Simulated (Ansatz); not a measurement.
**C2H4BFO: one species, many methods**

One table from this session's results is given with a row withheld; the runs are named, their logs left out.

The runs use Ansatz 0.2.0, Gaussian basis; functionals in def2-TZVPP, the program's frozen cores in correlated methods.

Levels to be run: LDA (SPW92), PBE-D4, revPBE-D4, BLYP-D4, r2SCAN-D4, B97M-V, PBE0-D4, B3LYP-D4, r2SCANh-D4, r2SCAN0-D4, HSE06-D4, BHLYP-D4, CAM-B3LYP-D4, LC-ωPBE, ωB97X-V, ωB97M-V, B2PLYP, PBE-QIDH; CCSD(T)/def2-SVP; CCSD(T)/def2-TZVPP; MP2/def2-QZVPP; extrapolation to the limit; RPA on PBE.

## The relaxed structure

The geometry comes from an earlier relaxation with PBE0-D4 in a triple-zeta def2 set; it is a stationary point, not always the lowest conformer.

9 atoms, charge 0, spin multiplicity 1.

Atoms are counted from 1 here; the program's logs count them from 0.

Bond lengths: B1–C2 1.508 Å, B1–H6 1.196 Å, B1–H7 1.197 Å, C2–C3 1.343 Å, C2–H8 1.085 Å, C3–O4 1.321 Å, C3–F5 1.324 Å, O4–H9 0.965 Å. Angles: C2–B1–H6 120.8°, C2–B1–H7 120.0°, H6–B1–H7 119.3°, B1–C2–C3 122.9°, B1–C2–H8 123.4°, C3–C2–H8 113.7°, C2–C3–O4 125.3°, C2–C3–F5 123.3°, O4–C3–F5 111.3°, C3–O4–H9 109.7°.

Geometry (Å):

```
B     0.49616    1.28387    0.92345
C     0.65002    0.02641    0.10504
C    -0.39110   -0.60877   -0.45846
O    -0.31258   -1.71037   -1.18302
F    -1.64333   -0.19245   -0.34858
H    -0.58236    1.76907    1.10252
H     1.46003    1.80706    1.40183
H     1.60594   -0.44997   -0.08461
H    -1.19438   -1.97116   -1.47528
```

The first run:

in.yaml reads:

```yaml
crystal:
  periodic: [false, false, false]
  atoms:
    - {symbol: B, position_ang: [0.496160, 1.283873, 0.923454]}
    - {symbol: C, position_ang: [0.650017, 0.026406, 0.105040]}
    - {symbol: C, position_ang: [-0.391104, -0.608774, -0.458455]}
    - {symbol: O, position_ang: [-0.312576, -1.710372, -1.183024]}
    - {symbol: F, position_ang: [-1.643330, -0.192447, -0.348581]}
    - {symbol: H, position_ang: [-0.582359, 1.769075, 1.102521]}
    - {symbol: H, position_ang: [1.460032, 1.807060, 1.401833]}
    - {symbol: H, position_ang: [1.605937, -0.449965, -0.084609]}
    - {symbol: H, position_ang: [-1.194377, -1.971159, -1.475280]}
basis:
  gaussian: {orbitals: def2-TZVPP}
hamiltonian: {xc: lda}
output: {orbitals: {seedname: orbitals}}
```

On the command line:

```bash
$ ansatz run in.yaml --threads 2 --pin off --events-out ev --progress --plain --max-ram 4352MiB
```

Steps of the session up to this table: LDA; PBE-D4 (GGA); revPBE-D4 (GGA); BLYP-D4 (GGA); r2SCAN-D4 (meta-GGA); B97M-V (meta-GGA); B3LYP-D4 (hybrid); r2SCANh-D4 (hybrid); r2SCAN0-D4 (hybrid); HSE06-D4 (hybrid); BHLYP-D4 (hybrid); CAM-B3LYP-D4 (range-separated); LC-ωPBE (range-separated); ωB97X-V (range-separated); ωB97M-V (range-separated); B2PLYP (double hybrid); PBE-QIDH (double hybrid).

One of the session's tables, all rows but one given; the rest of the session is left out.

It belongs to the step «Orbital energies across the functionals». 

```
  functional  HOMO (eV)  LUMO (eV)  gap (eV)
 LDA (SPW92)      -6.71      -2.68      4.03
      PBE-D4          ?          ?         ?
   revPBE-D4      -6.40      -2.29      4.11
     BLYP-D4      -6.33      -2.26      4.06
   r2SCAN-D4      -6.67      -2.12      4.55
      B97M-V      -6.70      -2.12      4.59
     PBE0-D4      -7.60      -1.48      6.12
    B3LYP-D4      -7.38      -1.70      5.68
  r2SCANh-D4      -7.10      -1.79      5.31
  r2SCAN0-D4      -7.74      -1.30      6.44
    HSE06-D4      -7.20      -1.86      5.34
    BHLYP-D4      -8.59      -0.46      8.13
CAM-B3LYP-D4      -8.90      -0.42      8.48
     LC-ωPBE     -10.21       0.71     10.93
     ωB97X-V      -9.85       0.68     10.53
     ωB97M-V      -9.78       0.51     10.29
```

Q: Estimate the row for PBE-D4 from the others.

The run gave: HOMO (eV): -6.48; LUMO (eV): -2.40; gap (eV): 4.08. In the column «HOMO (eV)» it lies between r2SCAN-D4 (-6.67) and revPBE-D4 (-6.40).
